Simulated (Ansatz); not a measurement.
**AlGeF (triplet): wave-function methods side by side at a displaced geometry (v1), cc-pVDZ**

One table from this session's results is given with a row withheld; the runs are named, their logs left out.

The runs use Ansatz 0.2.0, Gaussian basis; cc-pVDZ, core rule «outside noble gas», up to 20 orbitals frozen.

To be run: UHF; CCSD(T) on ROHF; CCSD(T) on UHF; BCCD(T) on ROHF; CISD as a restricted active space (open shells left free, so some higher excitations enter); CCSDT(Q) on ROHF; CCSDT(Q) on UHF.

37 further runs of the same task are left out: 10 for a known fault of the program, 13 that didn't finish, 14 set aside as unsound or not needed. Runs told in other sessions of the task aren't counted.

### The system

The geometry is a PBE0/def2-TZVP stationary point (not a proven minimum) with its atoms shifted at random (size 0.040 Å). No spin-orbit coupling is included. The filled d shell of Ge may be among the frozen orbitals whatever the setting's name suggests.

3 atoms, charge 0, spin multiplicity 3.

Atoms are counted from 1 here; the program's logs count them from 0.

Bond lengths: F1–Al2 1.637 Å, Al2–Ge3 2.372 Å. Angles: F1–Al2–Ge3 177.7°.

Set-up of the first run:

The input, in.yaml:

```yaml
crystal:
  periodic: [false, false, false]
  atoms:
    - {symbol: F, position_ang: [-0.015433, -0.009008, -1.881460]}
    - {symbol: Al, position_ang: [-0.016266, -0.025151, -0.244413]}
    - {symbol: Ge, position_ang: [0.031698, 0.034159, 2.125873]}
basis:
  gaussian: {orbitals: cc-pVDZ}
magnetization: {spin_polarized: true, initial_magnetization: 2}
hamiltonian: {xc: hf}
output: {orbitals: {seedname: orbitals}}
```

Launch:

```sh
$ ansatz run in.yaml --threads 1 --pin off --events-out ev --progress --plain --max-ram 2393MiB
```

Among the steps run: UHF; CCSD(T) on ROHF; CCSD(T) on UHF; BCCD(T) on ROHF; CISD as a restricted active space (open shells left free, so some higher excitations enter); CCSDT(Q) on ROHF; CCSDT(Q) on UHF.

One table of the session follows, with a row left open; its other results are not shown here.

| method | from UCCSDT(Q) (meV) |
| --- | --- |
| ROHF | ? |
| UHF | +8805.5 |
| RMP2 | +847.9 |
| UMP2 | +871.1 |
| CISD | +1090.5 |
| RCCSD | +290.4 |
| UCCSD | +283.3 |
| RCCSD(T) | +64.1 |
| UCCSD(T) | +59.7 |
| BCCD(T) | +60.4 |
| RCCSDT | +29.6 |
| UCCSDT | +24.4 |
| RCCSDT(Q) | +8.0 |
| UCCSDT(Q) | 0 |

Q: Estimate the row for ROHF from the others.

**Answer.** from UCCSDT(Q) (meV): +8899.3. In the column «from UCCSDT(Q) (meV)» it is the highest.

To keep in mind: Restricted and unrestricted rows rest on different reference determinants; a gap between their highest levels can come from leftover correlation error, from unlike frozen cores or from another state.
